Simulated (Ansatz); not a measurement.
# C₂H₁₀InNSi: basis-set convergence

Aim: see how fast density functionals converge with the basis set for C₂H₁₀InNSi.

The runs use Ansatz 0.2.0, Gaussian basis; one geometry, several basis sets.

Plan: PBE0-D4/def2-SVP; ωB97M-V/def2-SVP; PBE0-D4/def2-QZVPP; ωB97M-V/def2-QZVPP; the functionals' def2-TZVPP values are taken from earlier runs.

1 further run of the same task is left out (for a known fault of the program). Runs told in other sessions of the task aren't counted.

## 1. The relaxed structure

An earlier PBE0-D4 in a triple-zeta def2 set relaxation fixed the geometry. In takes the def2 core potential; no spin-orbit term is included.

15 atoms, charge 0, spin multiplicity 1.

Atoms are counted from 1 here; the program's logs count them from 0.

Bond lengths: C1–N2 1.442 Å, C1–H6 1.099 Å, C1–H7 1.093 Å, C1–H8 1.099 Å, N2–In3 2.020 Å, N2–H9 1.009 Å, In3–C4 2.151 Å, In3–Si5 2.564 Å, C4–H10 1.091 Å, C4–H11 1.091 Å, C4–H12 1.091 Å, Si5–H13 1.491 Å, Si5–H14 1.490 Å, Si5–H15 1.490 Å. Angles: N2–C1–H6 112.7°, N2–C1–H7 110.1°, N2–C1–H8 112.8°, H6–C1–H7 106.8°, H6–C1–H8 107.3°, H7–C1–H8 106.9°, C1–N2–In3 128.8°, C1–N2–H9 112.4°, In3–N2–H9 118.8°, N2–In3–C4 113.3°, N2–In3–Si5 114.8°, C4–In3–Si5 131.9°, In3–C4–H10 110.3°, In3–C4–H11 110.2°, In3–C4–H12 110.3°, H10–C4–H11 108.9°, H10–C4–H12 108.1°, H11–C4–H12 108.9° and more.

## 2. PBE0-D4 in def2-SVP

in.yaml

```yaml
crystal:
  periodic: [false, false, false]
  atoms:
    - {symbol: C, position_ang: [-0.882848, -1.753609, 1.521430]}
    - {symbol: N, position_ang: [0.091481, -1.455056, 0.501210]}
    - {symbol: In, position_ang: [0.403711, 0.282090, -0.481870]}
    - {symbol: C, position_ang: [1.999733, 0.171391, -1.919406]}
    - {symbol: Si, position_ang: [-1.160674, 2.196064, 0.197253]}
    - {symbol: H, position_ang: [-0.422706, -2.073384, 2.466464]}
    - {symbol: H, position_ang: [-1.477671, -0.863621, 1.744290]}
    - {symbol: H, position_ang: [-1.587819, -2.540456, 1.219271]}
    - {symbol: H, position_ang: [0.669094, -2.250909, 0.275962]}
    - {symbol: H, position_ang: [2.774840, 0.901629, -1.681636]}
    - {symbol: H, position_ang: [2.440459, -0.826169, -1.917007]}
    - {symbol: H, position_ang: [1.624039, 0.389826, -2.920312]}
    - {symbol: H, position_ang: [-2.115692, 2.514287, -0.902249]}
    - {symbol: H, position_ang: [-0.392370, 3.439374, 0.488221]}
    - {symbol: H, position_ang: [-1.963579, 1.868562, 1.408379]}
basis:
  gaussian: {orbitals: def2-SVP}
hamiltonian: {xc: pbe0, dispersion: d4}
output: {orbitals: {seedname: orbitals}}
```

The run is started by

```bash
> ansatz run in.yaml --threads 4 --pin off --events-out ev --progress --plain --max-ram 10444MiB
```

The runs that follow: ωB97M-V in def2-SVP; PBE0-D4 in def2-QZVPP; ωB97M-V in def2-QZVPP.

Before running them: what should the planned runs give, taken together? Wanted: PBE0-D4: double and triple zeta above quadruple; ωB97M-V: double and triple zeta above quadruple.

The runs gave:

```
                                       quantity          value
PBE0-D4: double and triple zeta above quadruple  7.75, 0.54 eV
ωB97M-V: double and triple zeta above quadruple  8.01, 0.52 eV
```

In words: For PBE0-D4 the step from double to triple zeta gains 7.21 eV and the next only 0.54 eV. Total energies overstate the basis error of differences, where much of it tends to cancel.
